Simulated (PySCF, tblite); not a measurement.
# C6H15NOSi: geometry, infrared bands and NMR shifts

Aim: predict the infrared bands and NMR shifts of C6H15NOSi (`CCN[SiH2][C@H](C)C(C)=O`).

Programs: tblite 0.8.0 and PySCF 2.14.0, with density-fitted response routines of our own. Each step states its level of theory. These are calculated values for one molecule in the gas phase, unless marked as measured. Atoms are numbered from 0 throughout.

### 1 Starting geometry

24 atoms, charge 0, multiplicity 1; geometry from: force field or distance geometry start.

Bonds of the start (Å): C0–C1 1.49, C1–N2 1.43, N2–Si3 1.76, Si3–C4 1.86, C4–C5 1.51, C4–C6 1.49, C6–C7 1.49, C6–O8 1.22, C0–H9 1.11, C0–H10 1.11, C0–H11 1.10, C1–H12 1.14, C1–H13 1.11, N2–H14 1.06, Si3–H15 1.46, Si3–H16 1.50, C4–H17 1.12, C5–H18 1.12, C5–H19 1.11, C5–H20 1.09, C7–H21 1.12, C7–H22 1.11, C7–H23 1.12.

### 2 Relaxing the molecule with GFN2-xTB

Job settings and geometry (Å):

```
{"job": {"kind": "relax", "xc": "GFN2-xTB", "basis": "xTB"}, "charge": 0, "multiplicity": 1}
C      3.084000     0.467600    -0.300900
C      2.553000    -0.838100    -0.781900
N      1.138200    -1.010700    -0.725500
Si     0.410500    -0.845500     0.864100
C     -1.286900    -0.074800     0.822100
C     -2.380800    -1.044100     0.432700
C     -1.262400     1.146400    -0.034100
C     -2.405700     2.099200    -0.134300
O     -0.235400     1.360700    -0.665100
H      4.122300     0.564000    -0.692600
H      3.171000     0.537400     0.798500
H      2.503900     1.274200    -0.769700
H      3.036300    -1.645400    -0.136200
H      2.919100    -1.008400    -1.813300
H      0.938100    -1.974700    -1.105000
H      1.211400    -0.111900     1.845400
H      0.174700    -2.240900     1.357200
H     -1.507800     0.240100     1.875600
H     -2.468400    -1.149600    -0.677300
H     -3.347900    -0.617400     0.771200
H     -2.299200    -2.027100     0.905100
H     -2.525200     2.542800     0.889000
H     -2.231000     2.889700    -0.891300
H     -3.323600     1.486400    -0.325800
```

Started as:

```console
$ OMP_NUM_THREADS=1 python probes_run.py task.json out
```

This one command runs all jobs of the session in turn.

**Question.** This job is followed by: GFN2-xTB harmonic vibrations, gas phase; GIAO PBE0/pcSseg-1 NMR shielding, non-relativistic, gas phase. What will the session give for the following? strongest single infrared mode (GFN2-xTB); zero-point energy (GFN2-xTB); 13C shifts against TMS (PBE0/pcSseg-1); 1H shifts against TMS (PBE0/pcSseg-1, means over atoms taken as alike); 15N shifts against NH3 (PBE0/pcSseg-1); 29Si shifts against TMS (PBE0/pcSseg-1); 17O shifts against H2O (PBE0/pcSseg-1); surface potential, 1st and 99th percentile.

The runs gave:

| quantity | value |
| --- | --- |
| strongest single infrared mode (GFN2-xTB) | 2189 cm⁻¹, 382 km/mol |
| zero-point energy (GFN2-xTB) | 125.6 kcal/mol |
| 13C shifts against TMS (PBE0/pcSseg-1) | 217.8, 43.1, 39.4, 32.4, 22.0, 16.8 ppm |
| 1H shifts against TMS (PBE0/pcSseg-1, means over atoms taken as alike) | 5.25, 4.31, 3.17, 2.72, 2.41, 2.24, 1.47, 1.07, -0.16 ppm |
| 15N shifts against NH3 (PBE0/pcSseg-1) | 37.1 ppm |
| 29Si shifts against TMS (PBE0/pcSseg-1) | -23.6 ppm |
| 17O shifts against H2O (PBE0/pcSseg-1) | 665.5 ppm |
| surface potential, 1st and 99th percentile | -1.78 V and 1.13 V |

What this shows: Relaxing lowered the energy by 0.999 eV in 292 steps; the close pair that moved most is Si3–C4, from 1.865 to 1.930 Å. The lowest mode is imaginary (26i cm⁻¹), so the xTB geometry is not a minimum. The strongest single mode, at 2189 cm⁻¹, moves mainly H15. Unscaled tight-binding wavenumbers are off by several per cent, some by more. Its intensities can rank the bands wrongly. The most deshielded carbon is C6 (ketone carbonyl carbon), at 217.8 ppm: low-lying n→π* states of the double bond to the heteroatom give a large paramagnetic term (-285 ppm). At PBE0/pcSseg-1: The widest tensor belongs to O8: span 1208 ppm, with a paramagnetic part of -733 ppm. By nearest atom (PBE0/pcSseg-1), the HOMO sits on N2 47 %; H15 9 % and the LUMO on C6 40 %; O8 26 %.
